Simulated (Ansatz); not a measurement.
# H27C5Cl5: the cost of one run

Program: Ansatz 0.2.0. Level of theory: DFT r2SCAN+D3(BJ), plane waves, PAW, scalar-relativistic, no spin polarisation. These are calculated values, not measurements.

### 1 The starting structure

The cell holds 37 atoms (C5H27Cl5): a = 8.320 Å, b = 8.320 Å, c = 8.320 Å, α = 90.00°, β = 90.00°, γ = 90.00°.

Its coordinates follow in the input file.

### 2 Preparing the start

File input.yaml:

```yaml
accuracy: low
crystal:
  lattice:
    - [8.320335, 0.0, 0.0]
    - [0.0, 8.320335, 0.0]
    - [0.0, 0.0, 8.320335]
  atoms:
    - { symbol: C, position: [0.2908065, 0.5536533, 0.0801683] }
    - { symbol: Cl, position: [0.3087953, 0.5575769, 0.2929874] }
    - { symbol: H, position: [0.2974628, 0.6761219, 0.0347763] }
    - { symbol: H, position: [0.388509, 0.4821969, 0.0306558] }
    - { symbol: H, position: [0.1757325, 0.500304, 0.0483072] }
    - { symbol: C, position: [0.3807147, 0.0095299, 0.1459695] }
    - { symbol: Cl, position: [0.5602771, 0.1109244, 0.2017138] }
    - { symbol: H, position: [0.2942882, 0.0973402, 0.1021162] }
    - { symbol: H, position: [0.4083213, -0.0769652, 0.0518431] }
    - { symbol: H, position: [0.3325782, -0.0521812, 0.2507451] }
    - { symbol: C, position: [0.7536493, 0.9121785, 0.4242454] }
    - { symbol: Cl, position: [0.9127946, 0.7745492, 0.4611491] }
    - { symbol: H, position: [0.7405226, 0.9906584, 0.5280332] }
    - { symbol: H, position: [0.7824674, 0.9828559, 0.3180497] }
    - { symbol: H, position: [0.6431629, 0.8450002, 0.4046715] }
    - { symbol: C, position: [0.613452, 0.3128788, 0.5908239] }
    - { symbol: Cl, position: [0.6231884, 0.5053392, 0.4986549] }
    - { symbol: H, position: [0.7044359, 0.3060719, 0.6845196] }
    - { symbol: H, position: [0.4944962, 0.2966589, 0.6426866] }
    - { symbol: H, position: [0.6356242, 0.2212664, 0.500166] }
    - { symbol: C, position: [-0.0022032, 0.2730007, 0.1475554] }
    - { symbol: Cl, position: [0.075758, 0.2529812, -0.0503138] }
    - { symbol: H, position: [0.025439, 0.3928082, 0.1921129] }
    - { symbol: H, position: [-0.1317354, 0.2553167, 0.1440964] }
    - { symbol: H, position: [0.0532494, 0.1828017, 0.2243178] }
    - { symbol: H, position: [0.5793653, 0.7687436, 0.0843931] }
    - { symbol: H, position: [0.5233804, 0.7401531, 0.1468263] }
    - { symbol: H, position: [0.9152665, 0.5282567, 0.3270717] }
    - { symbol: H, position: [0.88409, 0.5351386, 0.2444261] }
    - { symbol: H, position: [0.6653771, 0.6379017, 0.831255] }
    - { symbol: H, position: [0.6712358, 0.6445602, 0.743102] }
    - { symbol: H, position: [0.3619527, -0.0146068, 0.6332824] }
    - { symbol: H, position: [0.3238237, 0.0388401, 0.5737911] }
    - { symbol: H, position: [0.3962874, 0.6238961, 0.7254692] }
    - { symbol: H, position: [0.3665549, 0.5666065, 0.6647773] }
    - { symbol: H, position: [0.9504363, 0.2408545, 0.6027246] }
    - { symbol: H, position: [0.9892508, 0.2455421, 0.5232193] }
basis:
  ecutwfc: 500.0
kpoints:
  mp_grid: { grid: [1, 1, 1] }
hamiltonian:
  xc: r2scan
  dispersion: d3bj
scf:
  occupations: { method: fermi_dirac, width: 0.05 }
  lower_state_search: "off"
relax:
  f_tol: 0.3
  max_steps: 15
  adjacent_minimum: "off"
```

Launch:

```sh
ansatz run input.yaml --threads 1 --pin off --max-ram 3072MiB --backend cpu --events-out ev --progress --plain --runs-dir out
```

**Question.** How long does this run take on 1 thread of Arm Neoverse V1, shared host, and how much memory does it need?

About 6.4 min, with a peak of 0.96 GiB.
